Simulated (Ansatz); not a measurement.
# Cl2HInO: molecular dynamics

The plan is to follow the molecule's vibrations and see whether its bonds hold. The start is relaxed first. Runs: 300 steps of 0.5 fs under a Nosé-Hoover thermostat at 700 K.

Program: Ansatz 0.2.0. Level of theory: RKS B3LYP/def2-SVP. These are calculated values, not measurements.

## 1. Starting point

Bond lengths: In1–Cl2 2.440 Å, In1–Cl3 2.440 Å, In1–O4 1.990 Å, O4–H5 1.010 Å. Angles: Cl2–In1–Cl3 120.0°, Cl2–In1–O4 120.0°, Cl3–In1–O4 120.0°, In1–O4–H5 109.5°.

Coordinates:

```xyz
5

In    0.0000    0.0000    0.0000
Cl    0.0000    0.0000    2.4400
Cl    2.1130    0.0000   -1.2200
O    -1.7233    0.0000   -0.9950
H    -2.2330   -0.8467   -0.7865
```

## 2. Relaxing the start

input.yaml reads:

```yaml
crystal:
  periodic: [false, false, false]
  atoms:
    - { symbol: In, position_ang: [0.0, 0.0, 0.0] }
    - { symbol: Cl, position_ang: [0.0, 0.0, 2.44] }
    - { symbol: Cl, position_ang: [2.113, 0.0, -1.22] }
    - { symbol: O, position_ang: [-1.7233, 0.0, -0.995] }
    - { symbol: H, position_ang: [-2.233, -0.8467, -0.7865] }
basis:
  gaussian: { orbitals: def2-SVP }
hamiltonian:
  xc: b3lyp
relax:
  f_tol: 0.02
  max_steps: 40
```

Run with:

```sh
$ ansatz run input.yaml --threads 1 --pin off --max-ram 2048MiB --backend cpu --events-out ev --progress --plain --runs-dir out
```

After this run come: The run.

What does the calculation give? Wanted: relaxation of the start; temperature, first and last step; temperature, second half; potential energy, second half; largest change of the conserved energy; bonds formed or broken.

As calculated:

```
                              quantity                          value
               relaxation of the start        6 moves, 0.235 eV lower
                                length            300 steps of 0.5 fs
      temperature, first and last step                  700 and 602 K
              temperature, second half  mean 512 K, from 210 to 944 K
         potential energy, second half    +38 meV/atom from the start
largest change of the conserved energy                  0.36 meV/atom
                bonds formed or broken                              0
```

In words: Against a set 700 K the second half averages 512 K with a spread of 165 K. The conserved energy strays from its start by at most 0.36 meV/atom, 1.1 % of the mean kinetic energy, so a step of 0.5 fs is short enough over this time. No bond forms or breaks. Averages from a run of 150 fs with 5 atoms are rough. The nuclei move classically, without zero-point motion, which matters most for hydrogen.
